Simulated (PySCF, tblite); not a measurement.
# C₇H₁₃N: geometry, infrared bands and NMR shifts

What infrared bands and NMR shifts should C₇H₁₃N (`NC[C@@H]1CC12CCC2`) show?

Programs: tblite 0.8.0 and PySCF 2.14.0, with density-fitted response routines of our own. Each step states its level of theory. These are calculated values for one molecule in the gas phase, unless marked as measured. Atoms are numbered from 0 throughout.

## (1) The starting structure

21 atoms, charge 0, multiplicity 1; geometry from: force field or distance geometry start.

Bonds of the start (Å): N0–C1 1.45, C1–C2 1.49, C2–C3 1.51, C3–C4 1.48, C4–C5 1.49, C5–C6 1.54, C6–C7 1.54, C4–C2 1.51, C7–C4 1.48, N0–H8 1.02, N0–H9 1.01, C1–H10 1.09, C1–H11 1.11, C2–H12 1.09, C3–H13 1.09, C3–H14 1.08, C5–H15 1.10, C5–H16 1.09, C6–H17 1.09, C6–H18 1.09, C7–H19 1.10, C7–H20 1.09.

## (2) Optimising the geometry with GFN2-xTB

Job settings and geometry (Å):

```
{"job": {"kind": "relax", "xc": "GFN2-xTB", "basis": "xTB"}, "charge": 0, "multiplicity": 1}
N      2.435100     0.108000    -0.676100
C      1.808400    -0.910200     0.144100
C      0.806200    -0.257600     1.028100
C     -0.342300    -1.057300     1.595500
C     -0.618100    -0.019000     0.581800
C     -1.393000     1.234200     0.772500
C     -1.456900     1.284800    -0.764400
C     -1.198000    -0.231200    -0.764700
H      1.712900     0.534700    -1.256400
H      3.082100    -0.329600    -1.309700
H      1.367100    -1.694400    -0.478600
H      2.575700    -1.390100     0.778900
H      1.248300     0.482900     1.690700
H     -0.626000    -0.864800     2.627100
H     -0.441200    -2.096200     1.316600
H     -0.872600     2.079400     1.250800
H     -2.355100     1.094700     1.270600
H     -2.416400     1.596800    -1.180200
H     -0.656500     1.872500    -1.218800
H     -2.111500    -0.841400    -0.755900
H     -0.557000    -0.579100    -1.569400
```

Command:

```
$ OMP_NUM_THREADS=1 python probes_run.py task.json out
```

The driver reads the jobs from task.json and runs them one after another.

**Question.** This job is followed by: GFN2-xTB harmonic vibrations, gas phase; GIAO PBE0/pcSseg-1 NMR shielding, non-relativistic, gas phase. Predict these results of the whole session: strongest single infrared mode (GFN2-xTB); zero-point energy (GFN2-xTB); 13C shifts against TMS (PBE0/pcSseg-1); 1H shifts against TMS (PBE0/pcSseg-1, means over atoms taken as alike); 15N shifts against NH3 (PBE0/pcSseg-1).

The runs gave:

```
                                                              quantity                                                                       value
                             strongest single infrared mode (GFN2-xTB)                                                        2819 cm⁻¹, 97 km/mol
                                          zero-point energy (GFN2-xTB)                                                              117.5 kcal/mol
                                13C shifts against TMS (PBE0/pcSseg-1)                                49.4, 31.6, 29.9, 26.7, 22.1, 20.3, 15.5 ppm
1H shifts against TMS (PBE0/pcSseg-1, means over atoms taken as alike)  3.30, 2.28, 2.26, 2.18, 2.15, 2.10, 2.09, 2.06, 0.90, 0.62, 0.47, 0.00 ppm
                                15N shifts against NH3 (PBE0/pcSseg-1)                                                                    37.5 ppm
```

In words: Relaxing lowered the energy by 0.239 eV in 86 steps; the close pair that moved most is C4–C7, from 1.481 to 1.522 Å. No mode is imaginary among the 57: a minimum at this level. The strongest single mode, at 2819 cm⁻¹, moves mainly H10. GFN2-xTB is a fitted tight-binding method: band positions and strengths are rough. Its intensities can rank the bands wrongly. The most deshielded carbon is C1 (sp3 CH2 bonded to N), at 49.4 ppm: deshielded by the electronegative neighbour.
